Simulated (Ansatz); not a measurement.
# Te3F: the cost of one run

Program: Ansatz 0.2.0. Level of theory: DFT PBE, scalar-relativistic, plane waves, PAW. These are calculated values, not measurements.

## (1) The system as given

It takes space group P4mm (No. 99, tetragonal). Conventional cell: a = 4.831 Å, b = 4.831 Å, c = 6.078 Å, α = 90.00°, β = 90.00°, γ = 90.00°. Around Te (site symmetry 2mm) lie 2 F at 2.65 Å. Te (site symmetry 4mm) is surrounded by 1 F at 1.37 Å. Around F (site symmetry 4mm) lie 1 Te at 1.37 Å.

As a file:

```
CELL_PARAMETERS angstrom
4.83053 0.00000 0.00000
0.00000 4.83053 0.00000
0.00000 0.00000 6.07778
ATOMIC_POSITIONS crystal
Te 0.50000 0.00000 0.71688
Te 0.00000 0.50000 0.71688
Te 0.50000 0.50000 0.11990
F 0.50000 0.50000 0.89465
```

A structure generator made this guess: random cell by space group and Wyckoff sites (P4mm, No. 99). The dimensions are guesses.

## (2) Probe: one point on a coarse mesh

The input, input.yaml:

```yaml
crystal:
  lattice:
    - [4.83052878, 0.0, 0.0]
    - [0.0, 4.83052878, 0.0]
    - [0.0, 0.0, 6.07777596]
  atoms:
    - { symbol: Te, position: [0.5, 0.0, 0.71687584] }
    - { symbol: Te, position: [0.0, 0.5, 0.71687584] }
    - { symbol: Te, position: [0.5, 0.5, 0.11990341] }
    - { symbol: F, position: [0.5, 0.5, 0.89465256] }
basis:
  ecutwfc: 420
kpoints:
  mp_grid: { grid: [4, 4, 4] }
hamiltonian:
  xc: pbe
scf:
  occupations: { method: gaussian, width: 0.1 }
  lower_state_search: "off"
output:
  forces: true
  stress: true
  eigenvalues: true
```

Started as:

```
ansatz run input.yaml --threads 1 --pin off --max-ram 2560MiB --backend cpu --events-out ev --progress --plain --runs-dir out
```

Q: Estimate wall time and peak memory on 1 thread of AMD EPYC 7B13 (Zen 3), shared host.

About 6.8 s, with a peak of 0.41 GiB.
